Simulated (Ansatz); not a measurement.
# EuFe3 (AuCu3 type): other levels of theory at one geometry

An exercise on one series of results from a longer session: the logs are not shown, and one member is left open.

Computed with Ansatz 0.2.0 (DFT at several levels, plane waves, PAW, unless a step's input says otherwise).

4 further runs of the same task are left out: 4 that didn't finish. Runs told in other sessions of the task aren't counted.

## The structure to begin with

Symmetry: Pm-3m, No. 221, cubic system. Conventional cell: a = 3.963 Å, b = 3.963 Å, c = 3.963 Å, α = 90.00°, β = 90.00°, γ = 90.00°. Eu (site symmetry m-3m) has 12 Fe at 2.80 Å in its first shell of neighbours. Around Fe (site symmetry 4/mmm) lie 4 Eu at 2.80 Å and 8 Fe at 2.80 Å.

Structure file:

```cif
data_structure
_symmetry_space_group_name_H-M 'P 1'
_symmetry_Int_Tables_number 1
_cell_length_a 3.9628
_cell_length_b 3.9628
_cell_length_c 3.9628
_cell_angle_alpha 90.000
_cell_angle_beta 90.000
_cell_angle_gamma 90.000
_cell_volume 62.23
loop_
_atom_site_label
_atom_site_type_symbol
_atom_site_fract_x
_atom_site_fract_y
_atom_site_fract_z
_atom_site_occupancy
Eu1 Eu 0.00000 0.00000 0.00000 1
Fe1 Fe 0.00000 0.50000 0.50000 1
Fe2 Fe 0.50000 0.50000 0.00000 1
Fe3 Fe 0.50000 0.00000 0.50000 1
```

An earlier run at PBE left this cell at 15.558 Å³/atom and -0.01 GPa (8×8×8 mesh), a metal on this mesh, spin moments in the atoms' spheres Eu 6.50; Fe -2.46 μB. The large moments point both ways.

Levels to run: r²SCAN; PBEsol; LDA. Hardware: 2 threads of Arm Neoverse V2, shared host.

Set-up of the first run:

Contents of input.yaml:

```yaml
crystal:
  lattice:
    - [3.9628383107, 0.0, 0.0]
    - [0.0, 3.9628383107, 0.0]
    - [0.0, 0.0, 3.9628383107]
  atoms:
    - { symbol: Eu, position: [0.0, 0.0, 0.0], spin: 7.0 }
    - { symbol: Fe, position: [0.0, 0.5, 0.5], spin: -2.5 }
    - { symbol: Fe, position: [0.5, 0.5, 0.0], spin: -2.5 }
    - { symbol: Fe, position: [0.5, 0.0, 0.5], spin: -2.5 }
basis:
  ecutwfc: 500
  ecutrho_ratio: 4
kpoints:
  mp_grid: { grid: [8, 8, 8] }
hamiltonian:
  xc: r2scan
scf:
  occupations: { method: gaussian, width: 0.05 }
output:
  forces: true
  stress: true
  eigenvalues: true
  populations: true
  hubbard: { sites: [{ species: Eu, l: f }] }
  write_density: true
  write_potential: true
  elf: true
  volumetric_format: npy
magnetization:
  spin_polarized: true
```

On the command line:

```sh
ansatz run input.yaml --threads 2 --pin off --max-ram 2662MiB --backend cpu --events-out ev --progress --plain --runs-dir out
```

Steps of the session up to this table: r²SCAN; PBEsol; LDA.

One table of the session follows, with a row left open; its other results are not shown here.

| level | pressure (GPa) | largest spin moment (μB) |
| --- | --- | --- |
| PBE | 0.0 | 6.50 |
| LDA | ? | ? |
| PBEsol | -6.4 | 6.48 |
| r²SCAN | 2.6 | 6.70 |

Estimate the missing values for LDA.

As computed: pressure (GPa): -11.9; largest spin moment (μB): 6.44. In the column «pressure (GPa)» it is the lowest.

The pressure runs from -11.9 GPa (LDA) to 2.6 GPa (r²SCAN); a negative pressure means that level wants a smaller cell, a positive one a larger cell. Total energies of different levels have different zeros and can't be compared.

Limits of these values: Warnings in the runs' records: stability check not made.
